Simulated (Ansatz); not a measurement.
# C3H11NOSi: the cost of one run

Method: RKS B3LYP-D4/STO-3G, in Ansatz 0.2.0.

## 1. The structure to begin with

Bond lengths (14 of 16 bonds, heavy atoms first): C1–C2 1.580 Å, C2–O3 1.451 Å, O3–Si4 1.605 Å, Si4–C5 1.857 Å, Si4–N6 1.760 Å, C1–H7 1.076 Å, C1–H8 1.063 Å, C1–H9 1.051 Å, C2–H10 1.077 Å, C2–H11 1.111 Å, Si4–H12 1.466 Å, C5–H13 1.059 Å, C5–H14 1.072 Å, C5–H15 1.088 Å. Angles (14 of 28 angles, heavy atoms first): C1–C2–O3 109.7°, C2–O3–Si4 115.9°, O3–Si4–C5 114.9°, O3–Si4–N6 100.8°, C5–Si4–N6 108.4°, C1–C2–H10 109.0°, C1–C2–H11 108.4°, O3–C2–H10 110.4°, O3–C2–H11 110.0°, C2–C1–H7 109.3°, C2–C1–H8 107.3°, C2–C1–H9 106.9°, O3–Si4–H12 112.7°, C5–Si4–H12 113.8°.

The coordinates stand in the first input below.

## 2. Preparing the start

input.yaml

```yaml
crystal:
  periodic: [false, false, false]
  atoms:
    - { symbol: C, position_ang: [2.0803, -1.7552, 0.5824] }
    - { symbol: C, position_ang: [1.3952, -0.3671, 0.2652] }
    - { symbol: O, position_ang: [-0.0436, -0.4891, 0.403] }
    - { symbol: Si, position_ang: [-0.8894, 0.8508, 0.1452] }
    - { symbol: C, position_ang: [-1.1454, 1.2813, -1.643] }
    - { symbol: "N", position_ang: [-2.4439, 0.3987, 0.8348] }
    - { symbol: H, position_ang: [3.1463, -1.6597, 0.4713] }
    - { symbol: H, position_ang: [1.8256, -2.0127, 1.5823] }
    - { symbol: H, position_ang: [1.6503, -2.4626, -0.0645] }
    - { symbol: H, position_ang: [1.6528, -0.0697, -0.7373] }
    - { symbol: H, position_ang: [1.7834, 0.3868, 0.9832] }
    - { symbol: H, position_ang: [-0.4305, 1.9769, 0.9649] }
    - { symbol: H, position_ang: [-0.2345, 1.5979, -2.0801] }
    - { symbol: H, position_ang: [-1.5687, 0.4642, -2.1934] }
    - { symbol: H, position_ang: [-1.8303, 2.1196, -1.7511] }
    - { symbol: H, position_ang: [-2.2715, 0.2264, 1.8398] }
    - { symbol: H, position_ang: [-2.695, -0.487, 0.4374] }
basis:
  gaussian: { orbitals: STO-3G }
hamiltonian:
  xc: b3lyp
  dispersion: d4
relax:
  f_tol: 0.02
  max_steps: 40
```

Run with:

```sh
$ ansatz run input.yaml --threads 1 --pin off --max-ram 2048MiB --backend cpu --events-out ev --progress --plain --runs-dir out
```

What time and memory should one allow on 1 thread of Arm Neoverse V1, shared host?

About 34 s, with a peak of 0.15 GiB.
